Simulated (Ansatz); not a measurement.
Ag3F, 4 atoms in the cell. It takes space group Fm-3m (No. 225, cubic). The conventional cell has a = 6.432 Å, b = 6.432 Å, c = 6.432 Å, α = 90.00°, β = 90.00°, γ = 90.00°. Ag (site symmetry -43m) has 4 Ag at 2.79 Å and 4 F at 2.79 Å as nearest neighbours. Ag (site symmetry m-3m) has 8 Ag at 2.79 Å as nearest neighbours. Around F (site symmetry m-3m) lie 8 Ag at 2.79 Å. The cell was built by a generator and needn't be a form met in nature.

| Item | Value |
| --- | --- |
| Program | Ansatz 0.2.0 |
| Task | relaxation of cell and atoms |
| Functional | PBE |
| Potentials or basis | Ansatz PAW |
| Cutoff | 420 eV (not typed: the program's choice for these potentials) |
| k mesh | 5 × 5 × 5 |
| Occupations | fermi-dirac, width 0.05 eV |
| Spin | no spin polarisation |
| Target pressure | 2 GPa |
| Target pressure (GPa) | 2 |

Potentials or basis: Ansatz PAW.

Run with:

```console
$ ansatz run input.yaml --threads 2 --pin off --max-ram 5632MiB --backend cpu --events-out ev --progress --plain --runs-dir out
```

Hardware: 2 threads of Arm Neoverse V1, with other jobs on the host.

Question: How long does it take, and how much memory?

Answer: Wall time 5.8 s on 2 threads of Arm Neoverse V1, with other jobs on the host, peak memory 0.33 GiB. Counts: scf iterations 44, plane waves 1243, k points 10, bands 39, ion steps 7.
